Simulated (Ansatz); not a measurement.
I need a rigid scan of one bond length of FH₅N₂Si, SMILES N[SiH](N)F. Use Ansatz 0.2.0 through its Python package. Settings (for the species named): CAM-B3LYP, cc-pVDZ basis, multiplicity 1.

```xyz
9

N    -0.8185    0.8818   -0.4076
Si    0.3865   -0.1818   -0.3997
N     0.2653   -0.5821    1.2102
F     0.0504   -1.4419   -1.2558
H    -0.9326    1.3147   -1.3690
H    -0.6084    1.7053    0.1971
H     1.6998    0.4336   -0.7686
H     0.7367   -1.4938    1.3229
H    -0.6907   -0.6821    1.4535
```

`scan_fh5n2si.py`:
```python
import ansatz as az
import numpy as np

BASIS_SET = "cc-pVDZ"
XC = "CAM-B3LYP"

geometry_ang = [
    ("N", (-0.8185, 0.8818, -0.4076)),
    ("Si", (0.3865, -0.1818, -0.3997)),
    ("N", (0.2653, -0.5821, 1.2102)),
    ("F", (0.0504, -1.4419, -1.2558)),
    ("H", (-0.9326, 1.3147, -1.369)),
    ("H", (-0.6084, 1.7053, 0.1971)),
    ("H", (1.6998, 0.4336, -0.7686)),
    ("H", (0.7367, -1.4938, 1.3229)),
    ("H", (-0.6907, -0.6821, 1.4535)),
]
fh5n2si = az.Crystal.molecule()
for symbol, xyz in geometry_ang:
    fh5n2si = fh5n2si.atom(symbol, xyz)

symbols = [site.symbol for site in fh5n2si.cartesian_sites]
start = np.array([site.position_ang for site in fh5n2si.cartesian_sites])
axis = (start[4] - start[0]) / np.linalg.norm(start[4] - start[0])
moving = [4]
lengths, energies = [0.933, 0.976, 1.018, 1.061, 1.103, 1.145, 1.188, 1.251], []
for length in lengths:
    xyz = start.copy()
    xyz[moving] += (length - np.linalg.norm(start[4] - start[0])) * axis
    point = az.Crystal.molecule()
    for symbol, place in zip(symbols, xyz):
        point = point.atom(symbol, place.tolist())
    calculation = (
        point.calculation()
        .basis(gaussian=BASIS_SET)
        .functional(XC)
        .accuracy("medium")
    )
    rep = calculation.run(threads=1, backend="cpu").report
    energies.append(rep["free_energy_ev"])
    print(f"r = {length:6.3f} A  E = {energies[-1]:.5f} eV  <S^2> = {abs(rep['mean_field']['state']['spin_squared']):.3f}")

fit = np.polynomial.Polynomial.fit(lengths, np.array(energies) - min(energies), 4).convert()
roots = [r.real for r in fit.deriv().roots() if abs(r.imag) < 1e-9 and fit.deriv(2)(r.real) > 0]
r_e = min(roots, key=lambda r: abs(r - lengths[int(np.argmin(energies))]))
print(f"minimum of the fit at {r_e:.4f} A, force constant {fit.deriv(2)(r_e):.2f} eV/A^2")
```

```console
$ python scan_fh5n2si.py
r =  0.933 A  E = -13656.03332 eV  <S^2> = 0.000
r =  0.976 A  E = -13656.19786 eV  <S^2> = 0.000
r =  1.018 A  E = -13656.25437 eV  <S^2> = 0.000
r =  1.061 A  E = -13656.23057 eV  <S^2> = 0.000
r =  1.103 A  E = -13656.14652 eV  <S^2> = 0.000
r =  1.145 A  E = -13656.01705 eV  <S^2> = 0.000
r =  1.188 A  E = -13655.84934 eV  <S^2> = 0.000
r =  1.251 A  E = -13655.55878 eV  <S^2> = 0.000
minimum of the fit at 1.0255 A, force constant 42.86 eV/A^2
```

Reading the output:
- These settings explore the input space; basis and method may be short of convergence.
- The rest of the molecule is held rigid at a force-field or estimated start geometry, and the basis set is modest; single-reference methods fail as a bond breaks.
- The orbitals are restricted, so S² is zero by construction.
- Run time: 18 s on 1 thread of Arm Neoverse V2, on a shared host, peak memory 0.24 GiB.

(Lines on the test bed's own set-up are left out of the output.)
